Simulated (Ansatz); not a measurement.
What does this script print? It uses the Ansatz DFT code, driven from Python.

Script `dfpt.py`:
```python
"""Zone-centre and zone-boundary phonons of HgPt3 by linear response."""

from pathlib import Path

import ansatz as az
import numpy as np


def main() -> None:
    hgpt3 = (
        az.Lattice.of((4.07257, 0.0, 0.0), (0.0, 4.07257, 0.0), (0.0, 0.0, 4.07257))
        .atom("Hg", (0.0, 0.0, 0.0))
        .atom("Pt", (0.0, 0.5, 0.5))
        .atom("Pt", (0.5, 0.5, 0.0))
        .atom("Pt", (0.5, 0.0, 0.5))
    )

    job = (
        hgpt3.calculation()
        .basis(320)
        .scf(max_iterations=150)
        .occupations(az.OccupationsMethod.FERMI_DIRAC, width=0.15)
        .functional("pbesol")
        .kpoints(8, 8, 8)
        .phonons("dfpt", points=[(0, 0, 0), (0.5, 0, 0)])
    )
    res = job.run(runs_dir="runs")
    ph = res.phonons

    for q in ph.qpoints:
        print("q =", np.round(q.q_frac, 3), "1/cm:", " ".join(f"{w:.1f}" for w in q.omega_inv_cm))


if __name__ == "__main__":
    main()
```

`python dfpt.py` gives:
```text
DeckWarning: basis.ecutwfc = 320 eV is below the records' recommended 420 eV, and the density's cutoff is lower with it unless basis.ecutrho_ratio is high enough to keep the records' density cutoff: compare with a run at a higher cutoff
q = [0. 0. 0.] 1/cm: -0.0 -0.0 0.0 83.2 83.2 83.2 94.6 94.6 94.6 150.0 150.0 150.0
q = [0.5 0.  0. ] 1/cm: 52.2 52.2 57.0 57.0 83.0 90.2 104.8 114.8 114.8 116.9 123.5 123.5
```
(Warnings from the package without file and line.)

The settings weren't tested for convergence. The cutoff lies under the one recommended for these potentials. The cell isn't relaxed first, so the values belong to this volume. Spin-orbit coupling, which matters for elements this heavy, is left out. This cell is a computed structure, which may not be the phase found in nature. The structure is taken as given; imaginary modes can come from an unrelaxed or unstable start. Phonons of metals also depend on mesh and smearing. It ran for 4 min on 1 thread of Arm Neoverse V1, with other jobs on the host, peak memory 0.92 GiB.
